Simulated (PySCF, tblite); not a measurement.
**C₅H₁₀BFS: geometry, infrared bands and NMR shifts**

What infrared bands and NMR shifts should C₅H₁₀BFS (`C#CC[S@+](C)[B@@H-](C)F`) show?

Computed with tblite 0.8.0 and PySCF 2.14.0, with density-fitted response routines of our own, on a single molecule in the gas phase. Atoms are numbered from 0 throughout.

### 1 The molecule as given

18 atoms, charge 0, multiplicity 1; geometry from: force field or distance geometry start.

Bonds of the start (Å): C0–C1 1.22, C1–C2 1.45, C2–S3 1.77, S3–C4 1.79, S3–B5 1.86, B5–C6 1.60, B5–F7 1.45, C0–H8 1.06, C2–H9 1.12, C2–H10 1.11, C4–H11 1.12, C4–H12 1.11, C4–H13 1.11, B5–H14 1.19, C6–H15 1.10, C6–H16 1.11, C6–H17 1.11.

### 2 Geometry optimisation with GFN2-xTB

What the job is given:

```
{"job": {"kind": "relax", "xc": "GFN2-xTB", "basis": "xTB"}, "charge": 0, "multiplicity": 1}
C      3.633400     0.349000     0.214900
C      2.478600     0.467300    -0.165900
C      1.107000     0.593100    -0.605100
S      0.017800    -0.301900     0.472600
C      0.338000    -2.056900     0.361000
B     -1.766200     0.031400     0.058500
C     -2.194300     1.466000     0.627300
F     -1.927900     0.012100    -1.378900
H      4.631600     0.250900     0.543700
H      0.811300     1.668300    -0.598300
H      1.002000     0.196600    -1.641600
H      0.163800    -2.392800    -0.688700
H     -0.344900    -2.606400     1.045200
H      1.395400    -2.262200     0.636000
H     -2.450300    -0.802400     0.552000
H     -1.603500     2.264200     0.154900
H     -3.270600     1.636700     0.426300
H     -2.029900     1.493400     1.727900
```

Started as:

```
$ OMP_NUM_THREADS=1 python probes_run.py task.json out
```

This one command runs all jobs of the session in turn.

**Question.** This job is followed by: GFN2-xTB harmonic vibrations, gas phase; GIAO PBE0/pcSseg-1 NMR shielding, non-relativistic, gas phase. Predict these results of the whole session: strongest single infrared mode (GFN2-xTB); zero-point energy (GFN2-xTB); 13C shifts against TMS (PBE0/pcSseg-1); 1H shifts against TMS (PBE0/pcSseg-1, means over atoms taken as alike); 33S shifts against CS2 (PBE0/pcSseg-1); 11B shifts against BF3·OEt2 (PBE0/pcSseg-1); 19F shifts against CFCl3 (PBE0/pcSseg-1).

As calculated:

| quantity | value |
| --- | --- |
| strongest single infrared mode (GFN2-xTB) | 937 cm⁻¹, 260 km/mol |
| zero-point energy (GFN2-xTB) | 85.7 kcal/mol |
| 13C shifts against TMS (PBE0/pcSseg-1) | 82.2, 81.9, 25.8, 20.7, 4.1 ppm |
| 1H shifts against TMS (PBE0/pcSseg-1, means over atoms taken as alike) | 3.99, 3.59, 3.08, 2.38, 1.81, 0.01 ppm |
| 33S shifts against CS2 (PBE0/pcSseg-1) | 40 ppm |
| 11B shifts against BF3·OEt2 (PBE0/pcSseg-1) | 8.9 ppm |
| 19F shifts against CFCl3 (PBE0/pcSseg-1) | -195.2 ppm |

Over 111 steps the energy fell by 0.796 eV; of the close pairs, S3–B5 changed most, 1.862 to 2.143 Å. All 48 modes are real, so the xTB geometry is a minimum. The strongest single mode, at 937 cm⁻¹, is spread over many atoms; the largest shares are those of H14, B5. GFN2-xTB is a fitted tight-binding method: band positions and strengths are rough. Its intensities can rank the bands wrongly. At PBE0/pcSseg-1: Shielding is most anisotropic at C1 (span 291 ppm, paramagnetic term -153 ppm).
